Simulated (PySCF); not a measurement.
# The bond of InSn, level by level, part 2 of 2

PySCF 2.14.0; In cc-pVDZ-PP with ECP28, Sn cc-pVDZ-PP with ECP28; scalar-relativistic core potentials. The steps go on from the part before.

### 7 M06-2X (hybrid meta-GGA)

Log of the SCF at 2.857 Å:

```text
[... 13 set-up lines left out, the same as in an earlier log ...]
max_memory 909 MB (current use 265 MB)
[... 3 set-up lines left out, the same as in an earlier log ...]
XC functionals = M062X
    Y. Zhao and D. G. Truhlar.,  Theor. Chem. Acc. 120, 215 (2008)
    Y. Zhao and D. G. Truhlar.,  Theor. Chem. Acc. 120, 215 (2008)
[... 2 set-up lines left out, the same as in an earlier log ...]
init E= -404.28819963677
cycle= 1 E= -404.296086744972  delta_E= -0.00789  |g|= 0.0167  |ddm|= 0.554
cycle= 2 E= -404.296378442775  delta_E= -0.000292  |g|= 0.0104  |ddm|= 0.0976
cycle= 3 E= -404.296529405248  delta_E= -0.000151  |g|= 0.00346  |ddm|= 0.0505
cycle= 4 E= -404.296554329268  delta_E= -2.49e-05  |g|= 0.00101  |ddm|= 0.0198
cycle= 5 E= -404.296557829431  delta_E= -3.5e-06  |g|= 0.000471  |ddm|= 0.00817
cycle= 6 E= -404.296558673924  delta_E= -8.44e-07  |g|= 9.78e-05  |ddm|= 0.00511
cycle= 7 E= -404.29655870717  delta_E= -3.32e-08  |g|= 2.36e-05  |ddm|= 0.00118
cycle= 8 E= -404.296558708524  delta_E= -1.35e-09  |g|= 6.16e-06  |ddm|= 0.000227
cycle= 9 E= -404.296558708602  delta_E= -7.74e-11  |g|= 1.37e-06  |ddm|= 4.21e-05
Extra cycle  E= -404.296558708607  delta_E= -5.12e-12  |g|= 6.94e-07  |ddm|= 8.54e-06
converged SCF energy = -404.296558708607  <S^2> = 3.761558  2S+1 = 4.0057748
```

Re = 2.900 Å, ωe = 143.4 cm⁻¹, ωexe = 0.296 cm⁻¹, αe = 0.000109 cm⁻¹, Be = 0.03416 cm⁻¹, De = 1.77 eV, μ = -2.44 D. 12 s of CPU time for 12 points, integrals apart.

### 8 PBEsol

Output of the SCF at 2.857 Å:

```text
[... 17 set-up lines left out, the same as in an earlier log ...]
XC functionals = PBEsol
    J. P. Perdew, A. Ruzsinszky, G. I. Csonka, O. A. Vydrov, G. E. Scuseria, L. A. Constantin, X. Zhou, and K. Burke.,  Phys. Rev. Lett. 100, 136406 (2008)
    J. P. Perdew, A. Ruzsinszky, G. I. Csonka, O. A. Vydrov, G. E. Scuseria, L. A. Constantin, X. Zhou, and K. Burke.,  Phys. Rev. Lett. 100, 136406 (2008)
[... 2 set-up lines left out, the same as in an earlier log ...]
init E= -403.971274531914
cycle= 1 E= -403.973222794484  delta_E= -0.00195  |g|= 0.034  |ddm|=  0.3
cycle= 2 E= -403.968796257653  delta_E= 0.00443  |g|= 0.0614  |ddm|= 0.368
cycle= 3 E= -403.973536010021  delta_E= -0.00474  |g|= 0.0225  |ddm|= 0.362
cycle= 4 E= -403.974211574782  delta_E= -0.000676  |g|= 0.000705  |ddm|= 0.0997
cycle= 5 E= -403.974211874458  delta_E= -3e-07  |g|= 0.000362  |ddm|= 0.00537
cycle= 6 E= -403.974212033646  delta_E= -1.59e-07  |g|= 8.85e-05  |ddm|= 0.00155
cycle= 7 E= -403.974212045715  delta_E= -1.21e-08  |g|= 6.2e-06  |ddm|= 0.000463
cycle= 8 E= -403.974212045758  delta_E= -4.35e-11  |g|= 2.6e-06  |ddm|= 4.46e-05
Extra cycle  E= -403.974212045679  delta_E= 7.88e-11  |g|= 7.61e-06  |ddm|= 4.73e-05
converged SCF energy = -403.974212045679  <S^2> = 3.7518108  2S+1 = 4.0009053
```

Re = 2.841 Å, ωe = 147.8 cm⁻¹, ωexe = 0.363 cm⁻¹, αe = 0.000125 cm⁻¹, Be = 0.03560 cm⁻¹, De = 2.35 eV, μ = -1.23 D.

### 9 BLYP

The SCF at the reference distance, 2.857 Å, printed:

```text
[... 17 set-up lines left out, the same as in an earlier log ...]
XC functionals = BLYP
    A. D. Becke.,  Phys. Rev. A 38, 3098 (1988)
    C. Lee, W. Yang, and R. G. Parr.,  Phys. Rev. B 37, 785 (1988)
    B. Miehlich, A. Savin, H. Stoll, and H. Preuss.,  Chem. Phys. Lett. 157, 200 (1989)
[... 2 set-up lines left out, the same as in an earlier log ...]
init E= -404.338820227855
cycle= 1 E= -404.34024738485  delta_E= -0.00143  |g|= 0.0306  |ddm|= 0.332
cycle= 2 E= -404.331812029823  delta_E= 0.00844  |g|= 0.0788  |ddm|= 0.473
cycle= 3 E= -404.341422441828  delta_E= -0.00961  |g|= 0.00926  |ddm|= 0.38
cycle= 4 E= -404.341497533646  delta_E= -7.51e-05  |g|= 0.00116  |ddm|= 0.0383
cycle= 5 E= -404.341498842282  delta_E= -1.31e-06  |g|= 0.000412  |ddm|= 0.00739
cycle= 6 E= -404.341499071121  delta_E= -2.29e-07  |g|= 8.26e-05  |ddm|= 0.00155
cycle= 7 E= -404.341499081717  delta_E= -1.06e-08  |g|= 1e-05  |ddm|= 0.000483
cycle= 8 E= -404.341499081897  delta_E= -1.8e-10  |g|= 8.95e-07  |ddm|= 5.33e-05
Extra cycle  E= -404.341499081893  delta_E= 3.64e-12  |g|= 1.93e-06  |ddm|= 1.31e-05
converged SCF energy = -404.341499081893  <S^2> = 3.750957  2S+1 = 4.0004785
```

Re = 2.933 Å, ωe = 130.9 cm⁻¹, ωexe = 0.344 cm⁻¹, αe = 0.000125 cm⁻¹, Be = 0.03340 cm⁻¹, De = 1.92 eV, μ = -1.26 D.

### 10 UHF (mean field)

The SCF at the reference distance, 2.857 Å, printed:

```text
******** <class 'pyscf.scf.uhf_symm.SymAdaptedUHF'> ********
method = SymAdaptedUHF
[... 11 set-up lines left out, the same as in an earlier log ...]
max_memory 909 MB (current use 266 MB)
[... 1 set-up line left out, the same as in an earlier log ...]
Overwritten attributes  get_hcore get_k get_occ get_jk get_j  of <class 'pyscf.scf.uhf_symm.SymAdaptedUHF'>
[... 1 set-up line left out, the same as in an earlier log ...]
init E= -402.568942884985
cycle= 1 E= -402.581978637785  delta_E= -0.013  |g|= 0.0281  |ddm|= 0.526
cycle= 2 E= -402.583297747782  delta_E= -0.00132  |g|= 0.01  |ddm|= 0.15
cycle= 3 E= -402.58364381719  delta_E= -0.000346  |g|= 0.00444  |ddm|= 0.0613
cycle= 4 E= -402.58373129025  delta_E= -8.75e-05  |g|= 0.00285  |ddm|= 0.026
cycle= 5 E= -402.583796930157  delta_E= -6.56e-05  |g|= 0.00144  |ddm|= 0.0324
cycle= 6 E= -402.583813310982  delta_E= -1.64e-05  |g|= 0.000587  |ddm|= 0.0198
cycle= 7 E= -402.583815538509  delta_E= -2.23e-06  |g|= 0.000234  |ddm|= 0.00795
cycle= 8 E= -402.583815900699  delta_E= -3.62e-07  |g|= 0.000123  |ddm|= 0.00262
cycle= 9 E= -402.583816024362  delta_E= -1.24e-07  |g|= 4.31e-05  |ddm|= 0.00198
cycle= 10 E= -402.583816038411  delta_E= -1.4e-08  |g|= 7.88e-06  |ddm|= 0.000781
cycle= 11 E= -402.583816038719  delta_E= -3.09e-10  |g|= 1.25e-06  |ddm|= 0.000118
Extra cycle  E= -402.583816038723  delta_E= -3.75e-12  |g|= 7.02e-07  |ddm|= 6.86e-06
converged SCF energy = -402.583816038723  <S^2> = 3.7712812  2S+1 = 4.0106265
```

Re = 2.939 Å, ωe = 133.9 cm⁻¹, ωexe = 0.351 cm⁻¹, αe = 0.000116 cm⁻¹, Be = 0.03325 cm⁻¹, De = 1.21 eV, μ = -2.87 D.

### 11 Adding correlation

Reference: UHF; core orbitals frozen: 8; virtual orbitals above 20 hartree dropped in coupled cluster: 2. MP2 keeps all virtuals, so it differs from the MP2 energy in the coupled-cluster log.

The coupled-cluster run at the reference distance, 2.857 Å, printed:

```text
******** <class 'pyscf.cc.uccsd.UCCSD'> ********
CC2 = 0
CCSD nocc = (np.int64(15), np.int64(12)), nmo = (36, 36)
frozen orbitals [[0, 1, 2, 3, 4, 5, 6, 7, 44, 45], [0, 1, 2, 3, 4, 5, 6, 7, 44, 45]]
max_cycle = 80
direct = 0
conv_tol = 1e-07
conv_tol_normt = 1e-05
diis_space = 8
diis_start_cycle = 0
diis_start_energy_diff = 1e+09
max_memory 909 MB (current use 317 MB)
Init t2, MP2 energy = -0.119760959528623
Init E_corr(UCCSD) = -0.119760959529526
cycle = 1  E_corr(UCCSD) = -0.135602745424913  dE = -0.0158417859  norm(t1,t2) = 0.0821429
cycle = 2  E_corr(UCCSD) = -0.141190278939129  dE = -0.00558753351  norm(t1,t2) = 0.0339987
cycle = 3  E_corr(UCCSD) = -0.144291485737656  dE = -0.0031012068  norm(t1,t2) = 0.0206111
cycle = 4  E_corr(UCCSD) = -0.144574547127706  dE = -0.00028306139  norm(t1,t2) = 0.00835206
cycle = 5  E_corr(UCCSD) = -0.144429441140487  dE = 0.000145105987  norm(t1,t2) = 0.00507576
cycle = 6  E_corr(UCCSD) = -0.144480584700638  dE = -5.11435602e-05  norm(t1,t2) = 0.00156881
cycle = 7  E_corr(UCCSD) = -0.144493826784375  dE = -1.32420837e-05  norm(t1,t2) = 0.000468786
cycle = 8  E_corr(UCCSD) = -0.144489364201144  dE = 4.46258323e-06  norm(t1,t2) = 0.000219236
cycle = 9  E_corr(UCCSD) = -0.14449118499962  dE = -1.82079848e-06  norm(t1,t2) = 7.30174e-05
cycle = 10  E_corr(UCCSD) = -0.144490582000033  dE = 6.02999587e-07  norm(t1,t2) = 2.19951e-05
cycle = 11  E_corr(UCCSD) = -0.144490343434086  dE = 2.38565947e-07  norm(t1,t2) = 8.5913e-06
cycle = 12  E_corr(UCCSD) = -0.144490506475974  dE = -1.63041888e-07  norm(t1,t2) = 3.09279e-06
cycle = 13  E_corr(UCCSD) = -0.144490581838302  dE = -7.53623281e-08  norm(t1,t2) = 1.00945e-06
UCCSD converged
E(UCCSD) = -402.7283066205615  E_corr = -0.1444905818383023
UCCSD(T) correction = -0.00620936013747077
```

Correlation energy (eV) along the bond:

```tsv
R (Å)	MP2	SCS-MP2	CCSD	CCSD(T)	T1
2.457	-3.388	-3.192	n/a	n/a	n/a
2.571	-3.356	-3.167	-3.979	-4.154	0.014
2.686	-3.319	-3.137	-3.963	-4.135	0.016
2.771	-3.289	-3.113	-3.948	-4.119	0.017
2.857	-3.260	-3.089	-3.932	-4.101	0.018
2.943	-3.230	-3.064	-3.915	-4.082	0.019
3.057	-3.191	-3.033	-3.892	-4.057	0.020
3.200	-3.142	-2.995	-3.863	-4.025	0.022
3.371	-3.083	-2.950	-3.827	-3.985	0.024
3.600	-3.001	-2.893	n/a	n/a	n/a
```

UHF-MP2: Re = 2.861 Å, ωe = 152.4 cm⁻¹, ωexe = 0.298 cm⁻¹, αe = 0.000107 cm⁻¹, Be = 0.03509 cm⁻¹, De = 1.82 eV.

UHF-SCS-MP2: Re = 2.874 Å, ωe = 148.9 cm⁻¹, ωexe = 0.323 cm⁻¹, αe = 0.000111 cm⁻¹, Be = 0.03478 cm⁻¹, De = 1.61 eV.

UHF-CCSD: Re = 2.893 Å, ωe = 146.1 cm⁻¹, ωexe = 0.327 cm⁻¹, αe = 0.000110 cm⁻¹, Be = 0.03434 cm⁻¹, De = 1.68 eV.

UHF-CCSD(T): Re = 2.888 Å, ωe = 147.2 cm⁻¹, ωexe = 0.325 cm⁻¹, αe = 0.000110 cm⁻¹, Be = 0.03445 cm⁻¹, De = 1.77 eV.

### 12 All curves

Energy (eV) from each level's lowest point:

```tsv
R (Å)	UHF	UHF-MP2	UHF-SCS-MP2	UHF-CCSD	UHF-CCSD(T)	PBE	PBEsol	BLYP	r²SCAN	PBE0	M06-2X
2.457	0.818	0.675	0.700	n/a	n/a	0.673	0.573	0.777	0.590	0.612	0.753
2.571	0.409	0.299	0.316	0.347	0.342	0.307	0.241	0.382	0.251	0.265	0.354
2.686	0.168	0.095	0.105	0.123	0.119	0.105	0.068	0.153	0.073	0.080	0.128
2.771	0.066	0.023	0.028	0.036	0.034	0.029	0.012	0.059	0.014	0.017	0.039
2.857	0.014	0.000	0.000	0.000	0.000	0.000	0.000	0.012	0.000	0.000	0.001
2.943	0.000	0.015	0.010	0.002	0.004	0.005	0.021	0.000	0.020	0.017	0.000
3.057	0.023	0.078	0.065	0.049	0.053	0.051	0.085	0.024	0.083	0.078	0.042
3.200	0.098	0.202	0.178	0.153	0.160	0.148	0.202	0.098	0.199	0.195	0.142
3.371	0.226	0.389	0.350	0.316	0.327	0.298	0.372	0.221	0.369	0.366	0.302
3.600	0.416	0.661	0.598	n/a	n/a	0.519	0.613	0.411	0.612	0.615	0.545
```

### 13 Constants by level of theory

This closing draws on all 2 parts.

Lowest PBE0 solution found, without spin–orbit coupling: ⁴Σ⁻ (quartet), unpaired electrons σ ↑, π ↑↑. State 2 has its PBE0 minimum 0.36 eV higher, as a spin-mixed determinant (⟨S²⟩ = 1.77), so this is no gap between pure states. State 3 has its PBE0 minimum 0.72 eV higher. State 4 has its PBE0 minimum 1.16 eV higher. The other levels ran on the lowest alone.

```tsv
level	Re (Å)	ωe (cm⁻¹)	De (eV)	μ (D)
UHF	2.939	133.9	1.21	-2.87
UHF-MP2	2.861	152.4	1.82	n/a
UHF-SCS-MP2	2.874	148.9	1.61	n/a
UHF-CCSD	2.893	146.1	1.68	n/a
UHF-CCSD(T)	2.888	147.2	1.77	n/a
PBE	2.884	140.5	2.16	-1.33
PBEsol	2.841	147.8	2.35	-1.23
BLYP	2.933	130.9	1.92	-1.26
r²SCAN	2.845	148.0	2.15	-1.51
PBE0	2.852	147.9	2.03	-1.64
M06-2X	2.900	143.4	1.77	-2.44
```

De is counted to In + Sn in their ground configurations. A positive dipole means In(−)Sn(+).

Differences from CCSD(T) in the same basis:

```tsv
level	Re (mÅ)	ωe (%)
UHF	+51	-9.0
UHF-MP2	-27	+3.6
UHF-SCS-MP2	-14	+1.1
UHF-CCSD	+5	-0.7
PBE	-4	-4.5
PBEsol	-47	+0.4
BLYP	+45	-11.1
r²SCAN	-43	+0.6
PBE0	-36	+0.5
M06-2X	+12	-2.5
```

Time per point (s) on 1 thread, shared host (CPU time, shared integrals of 0.27 s apart; correlated levels include their reference; CCSD comes with the CCSD(T) run); the times are rough: UHF 0.12, UHF-MP2 0.21, UHF-SCS-MP2 0.21, PBE 0.61, PBEsol 0.57, BLYP 0.46, r²SCAN 0.89, PBE0 0.75, M06-2X 0.96; the reference 6.5.

Cheap and still within 14 mÅ and 2.5 % of CCSD(T): UHF-SCS-MP2 (0.21 s), against 6.5 s for the dearest run.

What this shows: Judged by CCSD(T) in the same basis: best bond length PBE (-4 mÅ), worst UHF (+51 mÅ); best wavenumber PBEsol (+0.4 %), worst BLYP (-11.1 %). CCSD(T) in a basis this small is itself some way from its limit, more so than the functionals. Of the levels with a De here, UHF gives the least (1.21 eV) and PBEsol the most (2.35 eV).

Correlated steps freeze 8 core orbitals. These are scalar-relativistic numbers at best; spin–orbit coupling would shift them, the dissociation energy most.
